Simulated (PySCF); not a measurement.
**MoO2Cl2: geometry, NMR shifts and electronic excitations**

What NMR shifts and electronic excitations should MoO2Cl2 (`[O]=[Mo](=[O])([Cl])[Cl]`) show?

Programs: PySCF 2.14.0, with density-fitted response routines of our own. Each step states its level of theory. These are calculated values for one molecule in the gas phase, unless marked as measured. Atoms count from 0, in the outputs and in this text.

## 1. The molecule as given

5 atoms, charge 0, multiplicity 1; geometry from: GFN2-xTB.

Bonds of the start (Å): Mo0–O1 1.63, Mo0–O2 1.63, Mo0–Cl3 2.15, Mo0–Cl4 2.15.

## 2. Optimising the geometry at PBE0-D3(BJ)/def2-SVP

What the job is given:

```
{"job": {"xc": "PBE0", "basis": "def2-SVP", "d3": "d3bj", "grid": 1, "maxiter": 40, "kind": "geom"}, "charge": 0, "multiplicity": 1}
Mo     0.136090    -0.000590     0.094500
O      0.034750    -0.015190     1.726090
O      1.634530     0.008560    -0.558360
Cl    -0.906670     1.735450    -0.616050
Cl    -0.898700    -1.728230    -0.646190
```

**Question.** This job is followed by: GIAO PBE0/pcSseg-1 Mo:def2-TZVP NMR shielding, non-relativistic, gas phase; TDDFT CAM-B3LYP/def2-SVPD, vertical, gas phase, core orbitals frozen in the response; GIAO KT2/pcSseg-1 Mo:def2-TZVP NMR shielding, non-relativistic, gas phase. What will the session give for the following? point group; rotational constants (main isotopes); 17O shifts against H2O (PBE0/def2-TZVP+pcSseg-1, means over atoms taken as alike); 35Cl shifts against HCl (PBE0/def2-TZVP+pcSseg-1, means over atoms taken as alike); lowest singlet (CAM-B3LYP/def2-SVPD); brightest single state of those computed; lowest triplet; range of the shift of O1.

The runs gave:

| quantity | value |
| --- | --- |
| point group | C2v |
| rotational constants (main isotopes) | 2.75, 1.68, 1.36 GHz |
| 17O shifts against H2O (PBE0/def2-TZVP+pcSseg-1, means over atoms taken as alike) | 1121.6 ppm |
| 35Cl shifts against HCl (PBE0/def2-TZVP+pcSseg-1, means over atoms taken as alike) | 432 ppm |
| lowest singlet (CAM-B3LYP/def2-SVPD) | 4.53 eV (274 nm), f = 0.003 |
| brightest single state of those computed | state 4, 4.96 eV, f = 0.041 |
| lowest triplet | 4.06 eV |
| range of the shift of O1 | 992.3 to 1121.6 ppm |

In words: The optimisation took 11 steps and gained 0.477 eV; among the close pairs (by a distance rule), Mo0–Cl3 changed most, from 2.146 to 2.257 Å. At PBE0/def2-TZVP+pcSseg-1: Shielding is most anisotropic at O1, O2 (span 1172 ppm, paramagnetic term -1186 ppm). The lowest singlet, at 4.53 eV, is HOMO−2→LUMO 0.77, HOMO−4→LUMO 0.18 and is weak; of the 10 states computed, the strongest absorption comes from state 4 at 4.96 eV. The lowest triplet lies 0.47 eV below the lowest singlet (triplets in Tamm-Dancoff, singlets in full TDDFT). In ppm, O1 (with its like atoms) moves most: its shift spreads over 129.3 ppm, from 992.3 (KT2/def2-TZVP+pcSseg-1) to 1121.6 (PBE0/def2-TZVP+pcSseg-1). Spin-orbit coupling is left out, which matters for shieldings and couplings at and beside the heavy atoms.
